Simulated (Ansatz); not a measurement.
Write a Python script for Ansatz 0.2.0, Python API that makes a ladder of methods at one geometry of CH5F2NSi, SMILES N[SiH2]C(F)F. Settings (for the species named): BLYP, def2-SVP basis, multiplicity 1. The script varies functional: blyp, hse06, r2scan0, b3lyp, lc_wpbe.

The script reads `ch5f2nsi.xyz`:
```text
10

N    -0.05380    0.65380    1.55780
Si   -0.44150    0.37920   -0.10560
C     0.75350   -0.67820   -1.00320
F     0.95440   -1.88430   -0.38370
F     0.37070   -0.93390   -2.27920
H    -0.14270   -0.16360    2.05940
H    -0.82740    1.27400    1.92680
H    -1.75600   -0.19760   -0.07640
H    -0.56320    1.74050   -0.68060
H     1.78910   -0.24110   -1.01250
```

The script, `methods_ch5f2nsi.py`:
```python
# -*- coding: utf-8 -*-
"""One geometry of CH5F2NSi, method by method."""

from pathlib import Path

import ansatz as az
import numpy as np

molecule = az.Crystal.molecule_from_extxyz("ch5f2nsi.xyz")

model = molecule.calculation().basis(gaussian="def2-SVP")

print("functional    E (Ha)        dipole (D)   HOMO (eV)  LUMO (eV)")
for name in ["blyp", "hse06", "r2scan0", "b3lyp", "lc_wpbe"]:
    rep = model.functional(name).forces().orbitals().run(threads=1, runs_dir="runs").report
    lines = Path(rep["orbitals_path"]).read_text().splitlines()
    field_of = lambda key: [line.split("=")[1].strip() for line in lines if line.startswith(key)]
    orbitals = [(27.211386 * float(e), s, float(n)) for e, s, n in zip(field_of("Ene="), field_of("Spin="), field_of("Occup="))]
    homo = max(e for e, _, n in orbitals if n > 0.5)
    lumo = min(e for e, _, n in orbitals if n < 0.5)
    dipole = 4.803205 * np.linalg.norm(rep["charge_distribution"]["dipole_moment_e_ang"])
    print(f"{name:10s} {rep['free_energy_ev'] / 27.211386246:14.6f} {dipole:9.3f} {homo:11.3f} {lumo:10.3f}")
```

```console
$ python methods_ch5f2nsi.py
functional    E (Ha)        dipole (D)   HOMO (eV)  LUMO (eV)
blyp          -584.643909     1.565      -5.899     -0.306
hse06         -584.273016     1.765      -7.235      0.072
r2scan0       -584.506884     1.846      -7.916      0.658
b3lyp         -584.734088     1.714      -7.343      0.227
lc_wpbe       -584.462774     1.760     -10.498      2.816
```

Reading the output:
- Total energies depend on the basis set; only differences at equal settings carry meaning.
- The geometry is a force-field or estimated start, not a minimum of this method, and the basis set is short of its limit. A lower total doesn't mark the better method: functionals have no common bound, and MP2 and coupled cluster aren't variational.
- b3lyp holds the VWN-RPA fit, as in Gaussian; the form of ORCA and Turbomole is b3lyp5.
- Levels such as HOMO and LUMO are orbital energies: with these approximate functionals they aren't the ionisation energy and electron affinity, and their gap isn't the fundamental gap.
- hse06 follows the composition of plane-wave codes, whose totals differ by tens of mHa, up to about 0.1 Ha, from the form usual in Gaussian-basis programs (wpbeh).
- The whole script took 20 s on 1 thread of Intel(R) Xeon(R) Processor @ 2.30GHz, on a shared host, peak memory 0.32 GiB.
